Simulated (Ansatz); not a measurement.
# BClFH4N: the cost of one run

Method: RKS PBE0-D4/6-31G*, in Ansatz 0.2.0.

## 1. The structure to begin with

Bond lengths: B1–Cl3 1.860 Å, B1–F4 1.320 Å, B1–N5 1.850 Å, N5–H6 1.060 Å, N5–H7 1.060 Å. Angles: Cl3–B1–F4 120.0°, Cl3–B1–N5 88.6°, F4–B1–N5 109.9°, B1–N5–H6 120.0°, B1–N5–H7 120.0°, H6–N5–H7 120.0°.

As a file:

```xyz
8

B     0.0000    0.0000    0.0000
H     0.0000    0.0000    1.5400
Cl    1.6108    0.0000   -0.9300
F    -1.1431    0.0000   -0.6600
N     0.3891   -1.7120    0.5833
H    -0.1780   -2.5344    0.2289
H     1.1792   -1.8705    1.2720
H     0.1990   -0.8755    1.5631
```

## 2. A restrained relaxation towards end A

Springs on the bonds that form and break draw the guess towards this end; the thresholds are loose.

File input.yaml:

```yaml
crystal:
  periodic: [false, false, false]
  atoms:
    - { symbol: B, position_ang: [0.0, 0.0, 0.0] }
    - { symbol: H, position_ang: [0.0, 0.0, 1.54] }
    - { symbol: Cl, position_ang: [1.6108, 0.0, -0.93] }
    - { symbol: F, position_ang: [-1.1431, 0.0, -0.66] }
    - { symbol: "N", position_ang: [0.3891, -1.712, 0.5833] }
    - { symbol: H, position_ang: [-0.178, -2.5344, 0.2289] }
    - { symbol: H, position_ang: [1.1792, -1.8705, 1.272] }
    - { symbol: H, position_ang: [0.199, -0.8755, 1.5631] }
basis:
  gaussian: { orbitals: "6-31G*" }
hamiltonian:
  xc: pbe0
  dispersion: d4
relax:
  f_tol: 0.15
  max_steps: 25
  restrain:
    - { distance: [0, 4], at: 2.75, k: 30.0 }
    - { distance: [7, 1], at: 1.86, k: 30.0 }
    - { distance: [0, 1], at: 1.19, k: 30.0 }
    - { distance: [7, 4], at: 1.06, k: 30.0 }
output:
  orbitals: {}
```

Run with:

```sh
ansatz run input.yaml --threads 1 --pin off --max-ram 2048MiB --backend cpu --events-out ev --progress --plain --runs-dir out
```

Q: Estimate wall time and peak memory on 1 thread of Arm Neoverse V2, shared host.

About 36 s, with a peak of 0.16 GiB.
